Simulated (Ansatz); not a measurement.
# AsH6NSi: inversion of the pyramid at N1, part 2 of 2

Wanted: the energy profile along the inversion of the pyramid at N1, from relaxed end points and a band of images. SMILES of the start: N[AsH][SiH3].

Ansatz 0.2.0; RKS B3LYP-D4/def2-SVP. Earlier steps stand in the parts before.

### Step 5. The band

crystal.atoms is end A as relaxed above, and neb.final_atoms is end B, turned to lie on A. With 7 inner images the band has 9 in all. The start path is listed, through a guess of the saddle.

Contents of input.yaml:

```yaml
crystal:
  periodic: [false, false, false]
  atoms:
    - { symbol: "N", position_ang: [-1.101668, 0.70344, -1.138606] }
    - { symbol: As, position_ang: [0.758066, 0.469117, -0.98647] }
    - { symbol: Si, position_ang: [0.564743, -1.065632, 0.831174] }
    - { symbol: H, position_ang: [-1.324365, 1.24952, -1.970221] }
    - { symbol: H, position_ang: [-1.535205, 1.158403, -0.335736] }
    - { symbol: H, position_ang: [1.149859, 1.634962, -0.048937] }
    - { symbol: H, position_ang: [1.893961, -1.239557, 1.489737] }
    - { symbol: H, position_ang: [0.104086, -2.379766, 0.300443] }
    - { symbol: H, position_ang: [-0.420977, -0.576787, 1.841517] }
basis:
  gaussian: { orbitals: def2-SVP }
hamiltonian:
  xc: b3lyp
  dispersion: d4
neb:
  order_check: false
  images: 7
  f_tol: 0.05
  max_iterations: 47
  final_atoms:
    - { symbol: "N", position_ang: [-0.96656697, 1.14246803, -1.15333632] }
    - { symbol: As, position_ang: [0.82623103, 0.60909317, -0.95540221] }
    - { symbol: Si, position_ang: [0.55261186, -1.01788052, 0.79010233] }
    - { symbol: H, position_ang: [-1.41310871, 0.59484404, -1.88845311] }
    - { symbol: H, position_ang: [-1.53398444, 1.06034631, -0.30958182] }
    - { symbol: H, position_ang: [1.20621801, 1.70834205, 0.04092231] }
    - { symbol: H, position_ang: [1.84987924, -1.37096994, 1.4421229] }
    - { symbol: H, position_ang: [-0.03362243, -2.25144199, 0.1853495] }
    - { symbol: H, position_ang: [-0.39915759, -0.52110115, 1.83117741] }
  initial_path:
    images:
      - { positions_ang: [[-1.101668, 0.70344, -1.138606], [0.758066, 0.469117, -0.98647], [0.564743, -1.065632, 0.831174], [-1.324365, 1.24952, -1.970221], [-1.535205, 1.158403, -0.335736], [1.149859, 1.634962, -0.048937], [1.893961, -1.239557, 1.489737], [0.104086, -2.379766, 0.300443], [-0.420977, -0.576787, 1.841517]] }
      - { positions_ang: [[-1.07239145, 0.74552658, -1.11242513], [0.7776169, 0.5052054, -0.96339251], [0.54750277, -1.05993739, 0.79395246], [-1.35331852, 0.93451648, -1.77846996], [-1.46672959, 1.35070276, -0.4795195], [1.11042553, 1.66052343, 0.01337281], [1.88034948, -1.26762229, 1.45407248], [0.08751542, -2.34362884, 0.23574671], [-0.42247055, -0.57158613, 1.81956365]] }
      - { positions_ang: [[-1.0431149, 0.78761316, -1.08624427], [0.79716779, 0.54129379, -0.94031503], [0.53026254, -1.05424277, 0.75673091], [-1.38227204, 0.61951296, -1.58671892], [-1.39825417, 1.54300252, -0.623303], [1.07099207, 1.68608485, 0.07568262], [1.86673796, -1.29568757, 1.41840796], [0.07094483, -2.30749168, 0.17105042], [-0.42396409, -0.56638526, 1.7976103]] }
      - { positions_ang: [[-1.01383834, 0.82969974, -1.0600634], [0.81671869, 0.57738219, -0.91723754], [0.51302232, -1.04854816, 0.71950937], [-1.41122555, 0.30450944, -1.39496788], [-1.32977876, 1.73530229, -0.7670865], [1.0315586, 1.71164628, 0.13799243], [1.85312644, -1.32375286, 1.38274344], [0.05437425, -2.27135453, 0.10635413], [-0.42545764, -0.56118439, 1.77565695]] }
      - { positions_ang: [[-0.98456179, 0.87178632, -1.03388253], [0.83626958, 0.61347058, -0.89416006], [0.49578209, -1.04285354, 0.68228782], [-1.44017907, -0.01049408, -1.20321684], [-1.26130334, 1.92760205, -0.91087], [0.99212513, 1.7372077, 0.20030224], [1.83951492, -1.35181815, 1.34707892], [0.03780367, -2.23521737, 0.04165784], [-0.42695119, -0.55598352, 1.7537036]] }
      - { positions_ang: [[-0.98006308, 0.93945675, -1.06374598], [0.83375995, 0.61237623, -0.90947059], [0.50998953, -1.03661029, 0.70924145], [-1.43341148, 0.14084045, -1.3745259], [-1.32947362, 1.71078811, -0.76054795], [1.04564835, 1.72999129, 0.16045726], [1.842106, -1.35660609, 1.37083991], [0.01994714, -2.23927352, 0.07758076], [-0.42000279, -0.54726293, 1.77307205]] }
      - { positions_ang: [[-0.97556438, 1.00712717, -1.09360943], [0.83125031, 0.61128188, -0.92478113], [0.52419697, -1.03036703, 0.73619508], [-1.42664389, 0.29217498, -1.54583497], [-1.39764389, 1.49397418, -0.61022591], [1.09917157, 1.72277488, 0.12061227], [1.84469708, -1.36139404, 1.39460091], [0.00209062, -2.24332968, 0.11350367], [-0.41305439, -0.53854233, 1.79244051]] }
      - { positions_ang: [[-0.97106567, 1.0747976, -1.12347287], [0.82874067, 0.61018752, -0.94009167], [0.53840442, -1.02412378, 0.7631487], [-1.4198763, 0.44350951, -1.71714404], [-1.46581416, 1.27716024, -0.45990386], [1.15269479, 1.71555846, 0.08076729], [1.84728816, -1.36618199, 1.41836191], [-0.01576591, -2.24738583, 0.14942658], [-0.40610599, -0.52982174, 1.81180896]] }
      - { positions_ang: [[-0.96656697, 1.14246803, -1.15333632], [0.82623103, 0.60909317, -0.95540221], [0.55261186, -1.01788052, 0.79010233], [-1.41310871, 0.59484404, -1.88845311], [-1.53398444, 1.06034631, -0.30958182], [1.20621801, 1.70834205, 0.04092231], [1.84987924, -1.37096994, 1.4421229], [-0.03362243, -2.25144199, 0.1853495], [-0.39915759, -0.52110115, 1.83117741]] }
```

On the command line:

```sh
$ ansatz run input.yaml --threads 1 --pin off --max-ram 2048MiB --backend cpu --events-out ev --progress --plain --runs-dir out
```

Output, shortened:

```text
Warning: RAYON_NUM_THREADS=1 ignored (pool sized by the plan → 1); use --threads N
[...]
Functional definition: B3LYP
[...]
990 factors; integrals over basis functions are off by at most 3.5e-4 eV
[...]
mean field -70297.12649957 eV, -2583.3717497554 hartree, gradient 5.5e-5 eV, S^2 0.000000; 0 other end points of the search recorded, 0 dependent functions left out
[...]
reference -70297.12675258 eV, -2583.3717590534 hartree; 30, 30 occupied and 64, 64 virtual orbitals, 990 factors
990 factors; integrals over basis functions are off by at most 7.5e-4 eV
[...]
mean field -70297.11224129 eV, -2583.3712257735 hartree, gradient 3.1e-5 eV, S^2 0.000000; 0 other end points of the search recorded, 0 dependent functions left out
[...]
reference -70297.11249123 eV, -2583.3712349584 hartree; 30, 30 occupied and 64, 64 virtual orbitals, 990 factors
[...]
Total energy: -70297.33922871 eV, -2583.3795674071 hartree
Atom 0 at    -0.997674     0.923077    -1.120635 Å, force     0.007815    -0.001648     0.005839 eV/Å
Atom 1 at     0.788488     0.515735    -0.970436 Å, force     0.002672     0.003504    -0.003577 eV/Å
Atom 2 at     0.568007    -1.035708     0.837428 Å, force    -0.000307     0.002501     0.002182 eV/Å
Atom 3 at    -1.419421     0.951225    -2.038712 Å, force    -0.004746     0.001669    -0.000596 eV/Å
Atom 4 at    -1.626054     1.079324    -0.342881 Å, force    -0.006616     0.002802    -0.001967 eV/Å
Atom 5 at     1.244565     1.652327    -0.033219 Å, force     0.000554    -0.003272    -0.003506 eV/Å
Atom 6 at     1.890096    -1.302852     1.481049 Å, force    -0.000560    -0.000291     0.003332 eV/Å
Atom 7 at     0.019454    -2.315145     0.300221 Å, force     0.001638    -0.002352    -0.000200 eV/Å
Atom 8 at    -0.378960    -0.514283     1.870086 Å, force    -0.000450    -0.002914    -0.001507 eV/Å
Dipole moment:    -0.201287     0.070141    -0.033895 e Å
this run last wrote the band of iteration 22 to <dir>
```

Run time: 11 min. Hardware: 1 thread of Arm Neoverse V2, shared host; peak memory 0.23 GiB.

### Step 6. The band, image by image

The 7 inner images lie between the fixed ends 0 and 8. Energy is taken from image 0, and the path length is the program's own coordinate along the band.

```tsv
image	path (Å)	energy (eV)	sum of angles at N1 (°)	band force (eV/Å)
0	0.000	0.0000	332.9	-
1	0.092	0.0009	333.4	0.006
2	0.184	0.0053	336.6	0.009
3	0.276	0.0220	344.9	0.013
4	0.368	0.0511	353.2	0.026
5	0.460	0.0785	358.6	0.008
6*	0.552	0.0895	359.9	0.008
7	0.849	0.0276	339.4	0.004
8	1.145	0.0169	332.8	-
```

The star marks the climbing image.

image, energy (eV) and a bar:
```
        0      0.000 
        1      0.001 
        2      0.005 ##
        3      0.022 #######
        4      0.051 #################
        5      0.078 ##########################
        6      0.090 ##############################
        7      0.028 #########
        8      0.017 ######
```

How the highest energy settled:

```tsv
iteration	highest image above image 0 (eV)	largest band force (eV/Å)
1	9.2606	58.225
3	0.5627	7.095
5	0.2509	1.094
7	0.1135	1.736
9	0.2506	2.071
11	0.3593	3.037
13	0.1691	1.493
15	0.1320	1.499
17	0.0928	0.374
19	0.0903	0.380
21	0.0896	0.071
22	0.0895	0.026
```

The band as a trajectory file:

```xyz
9
image=0 dE=0.0000
N    -1.102    0.703   -1.139
As    0.758    0.469   -0.986
Si    0.565   -1.066    0.831
H    -1.324    1.250   -1.970
H    -1.535    1.158   -0.336
H     1.150    1.635   -0.049
H     1.894   -1.240    1.490
H     0.104   -2.380    0.300
H    -0.421   -0.577    1.842
9
image=1 dE=0.0009
N    -1.097    0.689   -1.134
As    0.765    0.472   -0.983
Si    0.567   -1.055    0.839
H    -1.332    1.198   -1.985
H    -1.532    1.166   -0.345
H     1.149    1.650   -0.059
H     1.899   -1.276    1.477
H     0.056   -2.350    0.308
H    -0.387   -0.539    1.866
9
image=2 dE=0.0053
N    -1.100    0.681   -1.110
As    0.762    0.457   -1.002
Si    0.574   -1.038    0.847
H    -1.378    1.115   -1.988
H    -1.532    1.187   -0.338
H     1.188    1.648   -0.113
H     1.910   -1.300    1.461
H     0.005   -2.318    0.340
H    -0.341   -0.478    1.887
9
image=3 dE=0.0220
N    -1.069    0.714   -1.114
As    0.777    0.477   -0.990
Si    0.570   -1.031    0.849
H    -1.389    1.058   -2.015
H    -1.565    1.167   -0.351
H     1.217    1.655   -0.090
H     1.899   -1.298    1.478
H     0.005   -2.310    0.334
H    -0.356   -0.478    1.882
9
image=4 dE=0.0511
N    -1.041    0.776   -1.114
As    0.783    0.498   -0.980
Si    0.571   -1.032    0.842
H    -1.404    1.023   -2.028
H    -1.597    1.137   -0.346
H     1.230    1.658   -0.061
H     1.897   -1.299    1.479
H     0.015   -2.311    0.315
H    -0.366   -0.496    1.876
9
image=5 dE=0.0785
N    -1.017    0.846   -1.118
As    0.786    0.502   -0.979
Si    0.569   -1.032    0.842
H    -1.415    0.983   -2.037
H    -1.613    1.112   -0.344
H     1.245    1.652   -0.055
H     1.893   -1.301    1.481
H     0.011   -2.312    0.316
H    -0.370   -0.497    1.876
9
image=6 dE=0.0895
N    -0.998    0.923   -1.121
As    0.788    0.516   -0.970
Si    0.568   -1.036    0.837
H    -1.419    0.951   -2.039
H    -1.626    1.079   -0.343
H     1.245    1.652   -0.033
H     1.890   -1.303    1.481
H     0.019   -2.315    0.300
H    -0.379   -0.514    1.870
9
image=7 dE=0.0276
N    -0.978    1.143   -1.134
As    0.789    0.551   -0.969
Si    0.553   -1.034    0.817
H    -1.417    0.791   -1.982
H    -1.599    1.005   -0.339
H     1.250    1.645    0.003
H     1.877   -1.303    1.458
H     0.011   -2.314    0.272
H    -0.397   -0.531    1.857
9
image=8 dE=0.0169
N    -0.967    1.142   -1.153
As    0.826    0.609   -0.955
Si    0.553   -1.018    0.790
H    -1.413    0.595   -1.888
H    -1.534    1.060   -0.310
H     1.206    1.708    0.041
H     1.850   -1.371    1.442
H    -0.034   -2.251    0.185
H    -0.399   -0.521    1.831
```

### Step 7. Frequencies at the highest image

The geometry is the highest inner image of the first converged band.

Contents of input.yaml:

```yaml
crystal:
  periodic: [false, false, false]
  atoms:
    - { symbol: "N", position_ang: [-0.997674, 0.923077, -1.120635] }
    - { symbol: As, position_ang: [0.788488, 0.515735, -0.970436] }
    - { symbol: Si, position_ang: [0.568007, -1.035708, 0.837428] }
    - { symbol: H, position_ang: [-1.419421, 0.951225, -2.038712] }
    - { symbol: H, position_ang: [-1.626054, 1.079324, -0.342881] }
    - { symbol: H, position_ang: [1.244565, 1.652327, -0.033219] }
    - { symbol: H, position_ang: [1.890096, -1.302852, 1.481049] }
    - { symbol: H, position_ang: [0.019454, -2.315145, 0.300221] }
    - { symbol: H, position_ang: [-0.37896, -0.514283, 1.870086] }
basis:
  gaussian: { orbitals: def2-SVP }
hamiltonian:
  xc: b3lyp
  dispersion: d4
phonons: {}
```

On the command line:

```sh
$ ansatz run input.yaml --threads 1 --pin off --max-ram 2048MiB --backend cpu --events-out ev --progress --plain --runs-dir out
```

Output, shortened:

```text
Warning: RAYON_NUM_THREADS=1 ignored (pool sized by the plan → 1); use --threads N
[...]
[... 1 set-up line as earlier in the session ...]
[...]
991 factors; integrals over basis functions are off by at most 4.0e-4 eV
[...]
mean field -70297.03841680 eV, -2583.3685127734 hartree, gradient 1.9e-5 eV, S^2 0.000000; 0 other end points of the search recorded, 0 dependent functions left out
[...]
reference -70297.03867004 eV, -2583.3685220797 hartree; 30, 30 occupied and 64, 64 virtual orbitals, 991 factors
[...]
991 factors; integrals over basis functions are off by at most 4.0e-4 eV
mean field -70297.03823613 eV, -2583.3685061338 hartree, gradient 2.5e-6 eV, S^2 0.000000; 0 other end points of the search recorded, 0 dependent functions left out
[...]
reference -70297.03848947 eV, -2583.3685154438 hartree; 30, 30 occupied and 64, 64 virtual orbitals, 991 factors
[...]
991 factors; integrals over basis functions are off by at most 3.9e-4 eV
[...]
WARN: phonons: modes at or below zero, which the zero-point energy, F, S and C_V leave out: 1, the lowest at -466.13 cm⁻¹. A minimum has none, and a first-order saddle one
[...]
Total energy: -70297.33923172 eV, -2583.3795675177 hartree
Atom 0 at    -0.997674     0.923077    -1.120635 Å, force     0.007799    -0.001644     0.005838 eV/Å
Atom 1 at     0.788488     0.515735    -0.970436 Å, force     0.002673     0.003494    -0.003567 eV/Å
Atom 2 at     0.568007    -1.035708     0.837428 Å, force    -0.000274     0.002516     0.002157 eV/Å
Atom 3 at    -1.419421     0.951225    -2.038712 Å, force    -0.004736     0.001665    -0.000577 eV/Å
Atom 4 at    -1.626054     1.079324    -0.342881 Å, force    -0.006599     0.002799    -0.001982 eV/Å
Atom 5 at     1.244565     1.652327    -0.033219 Å, force     0.000545    -0.003269    -0.003509 eV/Å
Atom 6 at     1.890096    -1.302852     1.481049 Å, force    -0.000558    -0.000284     0.003335 eV/Å
Atom 7 at     0.019454    -2.315145     0.300221 Å, force     0.001613    -0.002351    -0.000201 eV/Å
Atom 8 at    -0.378960    -0.514283     1.870086 Å, force    -0.000462    -0.002925    -0.001493 eV/Å
Dipole moment:    -0.201286     0.070140    -0.033895 e Å
Vibrations: -466.13 140.22 144.69 276.80 345.55 467.13 537.86 679.23 716.02 795.23 891.63 917.12 941.98 954.29 1520.11 2093.70 2197.51 2209.93 2222.89 3592.40 3722.18 cm⁻¹, zero-point energy 1.572521 eV
```

It took 2.7 min on 1 thread of Arm Neoverse V2, shared host; peak memory 0.21 GiB.

Of 21 modes, 1 is imaginary by more than 30 cm⁻¹ (466i cm⁻¹).

### Step 8. Summary of results

This closing draws on all 2 parts.

```
                    quantity                     value
                       end A  16 moves, 0.407 eV lower
                       end B  10 moves, 0.613 eV lower
            barrier forwards                  0.090 eV
           barrier backwards                  0.073 eV
second end relative to first                 +0.017 eV
               highest image     6 of 0 to 8, climbing
             band iterations                        22
  imaginary modes at the top                 466i cm⁻¹
```

**Reading.** The top lies 0.090 eV above the first end, or 3 kT at room temperature; with a typical attempt rate of 10^13 per second that is roughly 10^11 events a second. Going back costs 0.073 eV, since the second end is 0.017 eV above the first. One imaginary mode, as a first-order saddle point has. Zero-point energy and entropy are left out. Tunnelling, which matters where hydrogen moves, is missing too.
